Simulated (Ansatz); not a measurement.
Crystal: HfN.

```xyz
2
Lattice="3.4332 0.0000 0.0000 -1.7166 2.9732 0.0000 0.0000 0.0000 3.9698" Properties=species:S:1:pos:R:3 pbc="T T T"
Hf    0.0000    0.0000    1.9849
N     0.0000    0.0000    0.0000
```

The cell was built by a generator and needn't be a form met in nature.

Program: Ansatz 0.2.0. Alike in all runs: task single point; level HSE06 form with a typed share of exact exchange; potentials or basis Ansatz PAW; no spin polarisation; cell as given; k mesh 5 × 5 × 4; cutoff (eV) 420; smearing fermi-dirac 0.05 eV; the mesh is coarse, so values aren't converged.

Order these runs on this cell by their pressure, lowest first.
A. share of exact exchange 0.5
B. share of exact exchange 0.4
C. share of exact exchange 0.2

A (-3.7 GPa), C (-1.2 GPa), B (3.9 GPa).

Caveats: all runs use coarse meshes; the PAW data sets come from PBE, with cores solved anew for the run's functional, which leaves a small shift of forces and pressure; the thresholds are loose for stress.
